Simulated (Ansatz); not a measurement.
# NiN2: the cost of one run

Method: DFT PBE, scalar-relativistic, plane waves, PAW, in Ansatz 0.2.0.

### 1 The system as given

Symmetry: Pnnm, No. 58, orthorhombic system. Conventional cell: a = 4.167 Å, b = 4.294 Å, c = 2.805 Å, α = 90.00°, β = 90.00°, γ = 90.00°. Ni (site symmetry 2/m) has 6 N at 1.81 to 1.85 Å as nearest neighbours. Around N (site symmetry m) lie 3 Ni at 1.81 to 1.85 Å.

Structure file:

```cif
data_structure
_symmetry_space_group_name_H-M 'Pnnm'
_symmetry_Int_Tables_number 58
_cell_length_a 4.1672
_cell_length_b 4.2941
_cell_length_c 2.8048
_cell_angle_alpha 90.000
_cell_angle_beta 90.000
_cell_angle_gamma 90.000
_cell_volume 50.19
loop_
_atom_site_label
_atom_site_type_symbol
_atom_site_symmetry_multiplicity
_atom_site_Wyckoff_symbol
_atom_site_fract_x
_atom_site_fract_y
_atom_site_fract_z
_atom_site_occupancy
Ni1 Ni 2 a 0.50000 0.50000 0.50000 1
N1 N 4 g 0.22500 0.82500 0.50000 1
```

This is candidate A: CaCl2 type (Pnnm, No. 58).

(A quick probe on a coarse mesh, which set the mesh and smearing, is not shown.)

### 3 Coarse relaxation (candidate A)

The input, input.yaml:

```yaml
crystal:
  lattice:
    - [4.1671753584, 0.0, 0.0]
    - [0.0, 4.2940605055, 0.0]
    - [0.0, 0.0, 2.8048295681]
  atoms:
    - { symbol: Ni, position: [0.5, 0.5, 0.5] }
    - { symbol: Ni, position: [0.0, 0.0, 0.0] }
    - { symbol: "N", position: [0.225, 0.825, 0.5] }
    - { symbol: "N", position: [0.725, 0.675, 0.0] }
    - { symbol: "N", position: [0.775, 0.175, 0.5] }
    - { symbol: "N", position: [0.275, 0.325, 0.0] }
basis:
  ecutwfc: 420
kpoints:
  mp_grid: { grid: [4, 4, 6] }
hamiltonian:
  xc: pbe
scf:
  occupations: { method: gaussian, width: 0.1 }
  lower_state_search: "off"
output:
  forces: true
  stress: true
  eigenvalues: true
relax:
  adjacent_minimum: "off"
  f_tol: 0.04
  max_steps: 70
  cell: { stress_tol: 0.4 }
```

Launch:

```sh
> ansatz run input.yaml --threads 1 --pin off --max-ram 2560MiB --backend cpu --events-out ev --progress --plain --runs-dir out
```

What time and memory should one allow on 1 thread of Arm Neoverse V1, shared host?

About 72 s, with a peak of 0.35 GiB.
